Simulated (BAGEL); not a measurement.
# CH4GaNO (SMILES [H]/N=[C](/O)[GaH2]): HF/cc-pVDZ (density fitting with qzvpp-jkfit)

Aim: the vertical singlet–triplet gap of CH4GaNO at HF/cc-pVDZ (density fitting with qzvpp-jkfit), from 2 runs. 

The calculation is run with BAGEL 1.2.2.

6 further runs of the same task are left out: 5 that didn't finish, 1 set aside as unsound or not needed. Runs told in other sessions of the task aren't counted.

### 1 The system as given

CH4GaNO has 8 atoms, charge 0, and is taken as a singlet. SMILES: `[H]/N=[C](/O)[GaH2]`. The shape comes from GFN2-xTB, which is rough for such elements, and wasn't checked as a minimum. This is one conformer, not always the lowest.

Bond lengths: N1–C2 1.258 Å, C2–O3 1.352 Å, C2–Ga4 2.040 Å, N1–H5 1.016 Å, O3–H6 0.973 Å, Ga4–H7 1.606 Å, Ga4–H8 1.575 Å. Angles: N1–C2–O3 119.4°, N1–C2–Ga4 147.6°, O3–C2–Ga4 93.1°, C2–N1–H5 115.6°, C2–O3–H6 111.3°, C2–Ga4–H7 125.4°, C2–Ga4–H8 114.1°, H7–Ga4–H8 120.4°.

### 2 A single-point energy at HF/cc-pVDZ (density fitting with qzvpp-jkfit)

calc.json

```json
{ "bagel" : [

{
  "title" : "molecule",
  "basis" : "cc-pvdz.json",
  "df_basis" : "qzvpp-jkfit",
  "angstrom" : true,
  "geometry" : [
    { "atom" : "N", "xyz" : [    0.267210,    1.698430,   -0.571890 ] },
    { "atom" : "C", "xyz" : [    0.149730,    0.564910,   -0.039070 ] },
    { "atom" : "O", "xyz" : [    0.617220,    0.369800,    1.214860 ] },
    { "atom" : "Ga", "xyz" : [   -0.497370,   -1.361220,   -0.215180 ] },
    { "atom" : "H", "xyz" : [   -0.102920,    1.781740,   -1.514050 ] },
    { "atom" : "H", "xyz" : [    1.012080,    1.182710,    1.574450 ] },
    { "atom" : "H", "xyz" : [   -1.212300,   -1.988570,   -1.508820 ] },
    { "atom" : "H", "xyz" : [   -0.233640,   -2.247790,    1.059690 ] }
  ]
},
{ "title" : "hf" },
{ "title" : "print", "file" : "orbitals.molden", "orbitals" : true }

]}
```

The basis set cc-pVDZ is read from a file made from the Basis Set Exchange's data (not shown).

On the command line:

```
$ BAGEL_NUM_THREADS=1 BAGEL calc.json > calc.out
```

Output:

```text
* using 1 threads per process

  ===============================================================
  ===============================================================

  *** Geometry ***

  { "atom" : "N", "xyz" : [      0.504954,      3.209568,     -1.080715 ] },
  { "atom" : "C", "xyz" : [      0.282949,      1.067525,     -0.073832 ] },
  { "atom" : "O", "xyz" : [      1.166377,      0.698821,      2.295753 ] },
  { "atom" : "Ga", "xyz" : [     -0.939893,     -2.572333,     -0.406631 ] },
  { "atom" : "H", "xyz" : [     -0.194491,      3.367001,     -2.861140 ] },
  { "atom" : "H", "xyz" : [      1.912554,      2.234998,      2.975279 ] },
  { "atom" : "H", "xyz" : [     -2.290915,     -3.757853,     -2.851257 ] },
  { "atom" : "H", "xyz" : [     -0.441516,     -4.247707,      2.002524 ] },

  Number of auxiliary basis functions:      567

  Since a DF basis is specified, we compute 2- and 3-index integrals:
    o Being stored without compression. Storage requirement is 0.036 GB

  Number of basis functions:       89
  Number of electrons      :       56

    * METHOD: MOLECULE                             0.37

  *** RHF ***

  === Nuclear Repulsion ===
   237.9991770497

      * DIIS with orbital gradients will be used.

  === RHF iteration (cc-pvdz.json) ===
      0      -2092.46248691          0.01533766           0.11
      1      -2092.62180645          0.00996737           0.10
      2      -2092.68754426          0.00146913           0.10
      3      -2092.68995597          0.00062758           0.10
      4      -2092.69029016          0.00018440           0.10
      5      -2092.69035820          0.00010713           0.10
      6      -2092.69037431          0.00004767           0.10
      7      -2092.69037931          0.00000893           0.10
      8      -2092.69037943          0.00000258           0.10
      9      -2092.69037944          0.00000098           0.10
     10      -2092.69037944          0.00000028           0.10
     11      -2092.69037944          0.00000010           0.10
     12      -2092.69037944          0.00000005           0.10
     13      -2092.69037944          0.00000001           0.10
     14      -2092.69037944          0.00000001           0.10
    * SCF iteration converged.

    * Permanent dipole moment:
           (    0.147589,     0.232078,     0.176766) a.u.

    * METHOD: HF                                   1.79

    * METHOD: PRINT                                0.02

  ===============================================================
```

It took 2.3 s on 1 thread of Arm Neoverse V1, shared host.

### 3 The triplet at the same level

job.json

```json
{ "bagel" : [

{
  "title" : "molecule",
  "basis" : "cc-pvdz.json",
  "df_basis" : "qzvpp-jkfit",
  "angstrom" : true,
  "geometry" : [
    { "atom" : "N", "xyz" : [       0.267210,       1.698430,      -0.571890 ] },
    { "atom" : "C", "xyz" : [       0.149730,       0.564910,      -0.039070 ] },
    { "atom" : "O", "xyz" : [       0.617220,       0.369800,       1.214860 ] },
    { "atom" : "Ga", "xyz" : [      -0.497370,      -1.361220,      -0.215180 ] },
    { "atom" : "H", "xyz" : [      -0.102920,       1.781740,      -1.514050 ] },
    { "atom" : "H", "xyz" : [       1.012080,       1.182710,       1.574450 ] },
    { "atom" : "H", "xyz" : [      -1.212300,      -1.988570,      -1.508820 ] },
    { "atom" : "H", "xyz" : [      -0.233640,      -2.247790,       1.059690 ] }
  ]
},

{
  "title" : "uhf",
  "nopen" : 2
},

{
  "title" : "print",
  "file" : "orbitals.molden",
  "orbitals" : true
}

]}
```

The basis set cc-pVDZ is read from a file made from the Basis Set Exchange's data (not shown).

On the command line:

```
$ BAGEL_NUM_THREADS=1 BAGEL job.json > job.out
```

Output:

```text
* using 1 threads per process

  ===============================================================
  ===============================================================

  *** Geometry ***

  { "atom" : "N", "xyz" : [      0.504954,      3.209568,     -1.080715 ] },
  { "atom" : "C", "xyz" : [      0.282949,      1.067525,     -0.073832 ] },
  { "atom" : "O", "xyz" : [      1.166377,      0.698821,      2.295753 ] },
  { "atom" : "Ga", "xyz" : [     -0.939893,     -2.572333,     -0.406631 ] },
  { "atom" : "H", "xyz" : [     -0.194491,      3.367001,     -2.861140 ] },
  { "atom" : "H", "xyz" : [      1.912554,      2.234998,      2.975279 ] },
  { "atom" : "H", "xyz" : [     -2.290915,     -3.757853,     -2.851257 ] },
  { "atom" : "H", "xyz" : [     -0.441516,     -4.247707,      2.002524 ] },

  Number of auxiliary basis functions:      567

  Since a DF basis is specified, we compute 2- and 3-index integrals:
    o Being stored without compression. Storage requirement is 0.036 GB

  Number of basis functions:       89
  Number of electrons      :       56

    * METHOD: MOLECULE                             0.37

  *** Open-shell HF ***

  === Nuclear Repulsion ===
   237.9991770497

      * DIIS with orbital gradients will be used.

  === UHF iteration (cc-pvdz.json) ===
      0      -2092.30943477          0.02841679           0.21
      1      -2092.45458660          0.02208409           0.21
      2      -2092.50362340          0.01430745           0.20
      3      -2092.54457873          0.00234536           0.21
      4      -2092.54746689          0.00139170           0.21
      5      -2092.55014423          0.00117940           0.21
      6      -2092.55279379          0.00098093           0.21
      7      -2092.55517816          0.00064353           0.21
      8      -2092.55624348          0.00042007           0.21
      9      -2092.55599068          0.00061533           0.20
     10      -2092.55643549          0.00020922           0.21
     11      -2092.55651051          0.00009651           0.21
     12      -2092.55654472          0.00005103           0.21
     13      -2092.55655487          0.00002948           0.21
     14      -2092.55655720          0.00001702           0.21
     15      -2092.55655790          0.00000806           0.21
     16      -2092.55655802          0.00000481           0.20
     17      -2092.55655807          0.00000263           0.21
     18      -2092.55655809          0.00000160           0.21
     19      -2092.55655809          0.00000093           0.21
     20      -2092.55655810          0.00000067           0.21
     21      -2092.55655810          0.00000047           0.21
     22      -2092.55655810          0.00000044           0.21
     23      -2092.55655810          0.00000044           0.20
     24      -2092.55655810          0.00000043           0.21
     25      -2092.55655810          0.00000042           0.21
     26      -2092.55655811          0.00000037           0.21
     27      -2092.55655811          0.00000033           0.21
     28      -2092.55655811          0.00000028           0.21
     29      -2092.55655812          0.00000019           0.20
     30      -2092.55655812          0.00000011           0.20
     31      -2092.55655812          0.00000008           0.21
     32      -2092.55655812          0.00000005           0.21
     33      -2092.55655812          0.00000004           0.21
     34      -2092.55655812          0.00000003           0.21
     35      -2092.55655812          0.00000003           0.20
     36      -2092.55655812          0.00000002           0.21
     37      -2092.55655812          0.00000002           0.21
     38      -2092.55655812          0.00000002           0.21
     39      -2092.55655812          0.00000001           0.21
     40      -2092.55655812          0.00000001           0.20
    * SCF iteration converged.

    * S^2 (UHF) is 2.0335

    * Permanent dipole moment:
           (   -0.543014,    -2.045587,     0.160082) a.u.

    * METHOD: UHF                                  8.74

    * METHOD: PRINT                                0.02

  ===============================================================
```

Run time: 9.3 s. Hardware: 1 thread of Arm Neoverse V1, shared host.

### 4 What came out

Level: HF/cc-pVDZ (density fitting with qzvpp-jkfit).

| quantity | value |
| --- | --- |
| singlet: total energy | -2092.69038 Eh |
| singlet: dipole moment | 0.83 D |
| singlet: HOMO energy | -10.37 eV |
| singlet: LUMO energy | 0.81 eV |
| singlet: HOMO–LUMO gap | 11.18 eV |
| triplet: total energy | -2092.55656 Eh |
| triplet: dipole moment | 5.39 D |
| triplet: ⟨S²⟩ | 2.034 |
| vertical energy of the triplet above the singlet | 3.641 eV |

What this shows: At this shape the triplet lies 3.64 eV (84 kcal/mol) above the singlet.
